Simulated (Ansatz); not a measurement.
# BrGeH5Si: vertical and adiabatic energies of changing the electron count from a Python script

The task is vertical and adiabatic energies of changing the electron count, for BrGeH5Si. SMILES: [GeH3][SiH2]Br.

All numbers are computed with Ansatz 0.2.0 through its Python package. Level of theory: r2SCAN/def2-SVP.

## 1. The system

Bond lengths: Ge1–Si2 2.248 Å, Si2–Br3 2.227 Å, Ge1–H4 1.515 Å, Ge1–H5 1.569 Å, Ge1–H6 1.587 Å, Si2–H7 1.458 Å, Si2–H8 1.468 Å. Angles: Ge1–Si2–Br3 108.6°, Ge1–Si2–H7 110.7°, Ge1–Si2–H8 109.6°, Br3–Si2–H7 108.6°, Br3–Si2–H8 108.0°, H7–Si2–H8 111.3°, Si2–Ge1–H4 110.9°, Si2–Ge1–H5 112.1°, Si2–Ge1–H6 111.8°, H4–Ge1–H5 106.4°, H4–Ge1–H6 107.6°, H5–Ge1–H6 107.8°.

The script holds or builds the structure itself.

## 2. The code

Contents of adiabatic_brgeh5si.py:

```python
import ansatz as az
from ase import Atoms
import numpy as np

atoms = Atoms(["Ge", "Si", "Br", "H", "H", "H", "H", "H"], positions=[
    (-0.6746, 0.8061, -0.3832),
    (0.5386, -0.9462, 0.3319),
    (2.5208, -0.2024, 1.0212),
    (-2.0319, 0.3554, -0.8818),
    (0.0123, 1.5485, -1.5823),
    (-0.915, 1.8672, 0.772),
    (-0.1238, -1.61, 1.4477),
    (0.7658, -1.8758, -0.7813),
])
geometry = az.Crystal.molecule_from_ase(atoms)

calculation = geometry.calculation().basis(gaussian="def2-SVP").functional("r2SCAN")
symbols = [site.symbol for site in geometry.cartesian_sites]
start = np.array([site.position_ang for site in geometry.cartesian_sites], dtype=float)
r = calculation.relax(force_tolerance=0.01).run(threads=1, backend="cpu").report
end = np.array(r["positions_ang"])

minimum = az.Crystal.molecule()
for symbol, place in zip(symbols, end):
    minimum = minimum.atom(symbol, place.tolist())
ion = (
    minimum.calculation()
    .basis(gaussian="def2-SVP")
    .functional("r2SCAN")
    .charge(1)
    .spin("collinear", total=1)
)
vertical = ion.run(threads=1, backend="cpu").report
settled = ion.relax(force_tolerance=0.01, max_steps=80).run(threads=1, backend="cpu").report
print(f"vertical ionisation energy   {vertical['free_energy_ev'] - r['free_energy_ev']:.3f} eV")
print(f"adiabatic, no zero point     {settled['free_energy_ev'] - r['free_energy_ev']:.3f} eV")
print(f"relaxation energy of the ion {vertical['free_energy_ev'] - settled['free_energy_ev']:.3f} eV")
ionised = np.array(settled["positions_ang"])
print("final positions (A) and the move of each atom")
for symbol, xyz, old in zip(symbols, ionised, end):
    print(f"{symbol:2s} {xyz[0]:10.5f} {xyz[1]:10.5f} {xyz[2]:10.5f}   {np.linalg.norm(xyz - old):7.4f}")
```

## 3. The run

The run is started by

```
> python adiabatic_brgeh5si.py
```

**Question.** What results will this script give? Wanted: vertical ionisation energy; adiabatic ionisation energy, no zero point.

The runs gave:

```
                                  quantity     value
                vertical ionisation energy  9.838 eV
adiabatic ionisation energy, no zero point  9.311 eV
                             runs compared         3
```

**Reading.** The ionisation energy is a difference of two total energies at the neutral geometry; letting the ion relax lowers it by 0.53 eV. The dearest, run 3, took some 5 times as long as run 2. Run 1: After 4 moves the largest shift is 0.095 Å, of atom 1 (Ge). Run 3: After 5 moves the largest shift is 0.253 Å, of atom 4 (H). The energies are electronic: no zero-point or thermal terms, and the basis set is short of its limit. The product may relax into another structure. Each relaxation finds its nearest minimum, which needn't be the lowest.
